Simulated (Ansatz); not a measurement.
# Rb2Re: the cost of one run

Program: Ansatz 0.2.0. Level of theory: DFT PBE, scalar-relativistic, plane waves, PAW. These are calculated values, not measurements.

2 further runs of the same task are left out: 1 that didn't finish, 1 set aside as unsound or not needed.

### Step 1. The system as given

Symmetry: P-3m1, No. 164, trigonal system. Conventional cell: a = 4.733 Å, b = 4.733 Å, c = 9.905 Å, α = 90.00°, β = 90.00°, γ = 120.00°. Rb (site symmetry 3m) has 3 Re at 3.95 Å as nearest neighbours. Re (site symmetry -3m) has 6 Rb at 3.95 Å as nearest neighbours.

Coordinates:

```
Rb Re
1.0
     4.73267    0.00000    0.00000
    -2.36633    4.09861    0.00000
     0.00000    0.00000    9.90462
Rb Re
2 1
Direct
  0.33333 0.66667 0.28827
  0.66667 0.33333 0.71173
  0.00000 0.00000 0.00000
```

Recipe of the guess: close-packed layers stacked ABC|A (P-3m1, No. 164). Lengths come from tabulated atomic sizes and are only a guess.

### Step 2. Probe: one point on a coarse mesh

File input.yaml:

```yaml
crystal:
  lattice:
    - [4.73266867, 0.0, 0.0]
    - [-2.36633433, 4.0986113, 0.0]
    - [0.0, 0.0, 9.90461964]
  atoms:
    - { symbol: Rb, position: [0.33333333, 0.66666667, 0.2882655] }
    - { symbol: Rb, position: [0.66666667, 0.33333333, 0.7117345] }
    - { symbol: Re, position: [0.0, 0.0, 0.0] }
basis:
  ecutwfc: 420
kpoints:
  mp_grid: { grid: [6, 6, 2] }
hamiltonian:
  xc: pbe
scf:
  occupations: { method: gaussian, width: 0.1 }
  lower_state_search: "off"
output:
  forces: true
  stress: true
  eigenvalues: true
```

Command:

```sh
$ ansatz run input.yaml --threads 1 --pin off --max-ram 2048MiB --backend cpu --events-out ev --progress --plain --runs-dir out
```

**Question.** How long does this run take on 1 thread of Arm Neoverse V1, shared host, and how much memory does it need?

About 3.6 s, with a peak of 0.39 GiB.
